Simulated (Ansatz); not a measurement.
# Zr4NiC3: the cost of one run

Program: Ansatz 0.2.0. Level of theory: DFT PBEsol, scalar-relativistic, plane waves, PAW. These are calculated values, not measurements.

2 further runs of the same task are left out: 2 set aside as unsound or not needed.

### 1 The system as given

Symmetry: P3m1, No. 156, trigonal system. The conventional cell has a = 3.302 Å, b = 3.302 Å, c = 25.087 Å, α = 90.00°, β = 90.00°, γ = 120.00°. Zr (site symmetry 3m) has 3 C at 2.33 Å as nearest neighbours. Around C (site symmetry 3m) lie 6 Zr at 2.33 Å. Zr (site symmetry 3m) has 6 C at 2.33 Å as nearest neighbours. C (site symmetry 3m) has 6 Zr at 2.29 to 2.33 Å as nearest neighbours. Zr (site symmetry 3m) is surrounded by 6 C at 2.29 to 2.43 Å. C (site symmetry 3m) has 6 Zr at 2.20 to 2.43 Å as nearest neighbours. Around Zr (site symmetry 3m) lie 3 C at 2.20 Å.

As a file:

```cif
data_structure
_symmetry_space_group_name_H-M 'P3m1'
_symmetry_Int_Tables_number 156
_cell_length_a 3.3015
_cell_length_b 3.3015
_cell_length_c 25.0871
_cell_angle_alpha 90.000
_cell_angle_beta 90.000
_cell_angle_gamma 120.000
_cell_volume 236.82
loop_
_atom_site_label
_atom_site_type_symbol
_atom_site_symmetry_multiplicity
_atom_site_Wyckoff_symbol
_atom_site_fract_x
_atom_site_fract_y
_atom_site_fract_z
_atom_site_occupancy
Zr1 Zr 1 b 0.33333 0.66667 0.33882 1
C1 C 1 c 0.66667 0.33333 0.39255 1
Zr2 Zr 1 a 0.00000 0.00000 0.44627 1
C2 C 1 b 0.33333 0.66667 0.50001 1
Zr3 Zr 1 c 0.66667 0.33333 0.55059 1
C3 C 1 a 0.00000 0.00000 0.61038 1
Zr4 Zr 1 b 0.33333 0.66667 0.65435 1
```

Miller indices refer to the conventional cell of the relaxed bulk, Fm-3m (No. 225): a = 4.669 Å, b = 4.669 Å, c = 4.669 Å, α = 90.00°, β = 90.00°, γ = 90.00°.

It is a (111) slab, 8.1 Å thick as cut, with 17 Å of vacuum; its outer planes are Zr (top) and Zr (bottom). An earlier relaxation, lower half held, gave -17258.2757 eV, work function 4.51 eV (top face), 4.40 eV (bottom face), dipole along +c -0.006 e·Å per cell.

### 2 Ni put at a top (Zr) site

With the adsorbate the run is spin-polarised.

input.yaml reads:

```yaml
crystal:
  lattice:
    - [3.3015289957, 0.0, 0.0]
    - [-1.6507644978, 2.8592079816, 0.0]
    - [0.0, 0.0, 27.0870614104]
  atoms:
    - { symbol: Zr, position: [0.3333333333, 0.6666666667, 0.3138029583] }
    - { symbol: C, position: [0.6666666667, 0.3333333333, 0.3635626404] }
    - { symbol: Zr, position: [0.0, 0.0, 0.4133223227] }
    - { symbol: C, position: [0.3333333333, 0.6666666667, 0.4630931854] }
    - { symbol: Zr, position: [0.6666666667, 0.3333333333, 0.5099362639] }
    - { symbol: C, position: [0.0, 0.0, 0.5653081914] }
    - { symbol: Zr, position: [0.3333333333, 0.6666666667, 0.6060353918] }
    - { symbol: Ni, position: [0.3333333333, 0.6666666667, 0.7167893771], spin: 2.0 }
basis:
  ecutwfc: 420
kpoints:
  mp_grid: { grid: [9, 9, 1] }
hamiltonian:
  xc: pbesol
scf:
  occupations: { method: gaussian, width: 0.1 }
output:
  forces: true
  eigenvalues: true
  populations: true
magnetization:
  spin_polarized: true
relax:
  adjacent_minimum: "off"
  f_tol: 0.03
  max_steps: 70
  constraints: [{ sites: [0, 1, 2] }]
efield:
  axis: 3
  dipole_correction: true
```

Q: Estimate wall time and peak memory on 1 thread of an x86-64 CPU, shared host.

About 3.3 min, with a peak of 0.76 GiB.
